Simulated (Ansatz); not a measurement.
**GaH₃O₂: functionals against CCSD(T) at one geometry**

One table from this session's results is given with a row withheld; the runs are named, their logs left out.

Program: Ansatz 0.2.0, Gaussian basis. Level of theory: single points in def2-TZVPP. These are calculated values, not measurements.

Cores are frozen in the correlated methods. Filled d shells of the heavier atoms are correlated.

### The starting structure

SMILES `[OH][GaH][OH]`, 6 atoms, charge 0, spin multiplicity 1.

Atoms are counted from 1 here; the program's logs count them from 0.

Bond lengths: O1–Ga2 1.747 Å, O1–H4 0.965 Å, Ga2–O3 1.663 Å, Ga2–H5 1.709 Å, O3–H6 1.049 Å. Angles: Ga2–O1–H4 144.3°, O1–Ga2–O3 127.4°, O1–Ga2–H5 121.6°, O3–Ga2–H5 110.9°, Ga2–O3–H6 134.1°.

Coordinates:

```xyz
6
GaH3O2
O    -0.7865   -1.3904   -0.1224
Ga   -0.0830    0.2008   -0.2816
O     1.0591    0.9046    0.7015
H    -1.4854   -1.9740   -0.4421
H    -0.5692    1.2759   -1.5174
H     1.5950    0.5824    1.5436
```

Set-up of the first run:

The input, run/in.yaml:

```yaml
crystal:
  periodic: [false, false, false]
  atoms:
    - {symbol: O, position_ang: [-0.786500, -1.390400, -0.122400]}
    - {symbol: Ga, position_ang: [-0.083000, 0.200800, -0.281600]}
    - {symbol: O, position_ang: [1.059100, 0.904600, 0.701500]}
    - {symbol: H, position_ang: [-1.485400, -1.974000, -0.442100]}
    - {symbol: H, position_ang: [-0.569200, 1.275900, -1.517400]}
    - {symbol: H, position_ang: [1.595000, 0.582400, 1.543600]}
basis:
  gaussian: {orbitals: def2-TZVPP}
correlation: {method: ccsd_t}
output: {forces: true}
```

No record of the launch command was kept for these runs.

Among the steps run: CCSD(T)/def2-TZVPP; PBE0-D4/def2-TZVPP; wB97M-V/def2-TZVPP; r2SCAN-D4/def2-TZVPP; PBE-D4/def2-TZVPP; r2SCAN0-D4/def2-TZVPP; r2SCANh-D4/def2-TZVPP.

One table of the session follows, with a row left open; its other results are not shown here.

```
    method  RMS force component (eV/Å)  angle to CCSD(T) forces (°)  dipole (D)
   CCSD(T)                       2.263                    reference        1.34
   PBE0-D4                       2.230                          1.2        1.31
   wB97M-V                       2.270                          1.1        1.34
 r2SCAN-D4                       2.176                          1.2        1.32
    PBE-D4                           ?                            ?           ?
r2SCAN0-D4                       2.250                          4.0        1.33
r2SCANh-D4                       2.205                          1.7        1.32
```

Q: Estimate the row for PBE-D4 from the others.

The run gave: RMS force component (eV/Å): 2.160; angle to CCSD(T) forces (°): 5.4; dipole (D): 1.28. In the column «RMS force component (eV/Å)» it is the lowest.
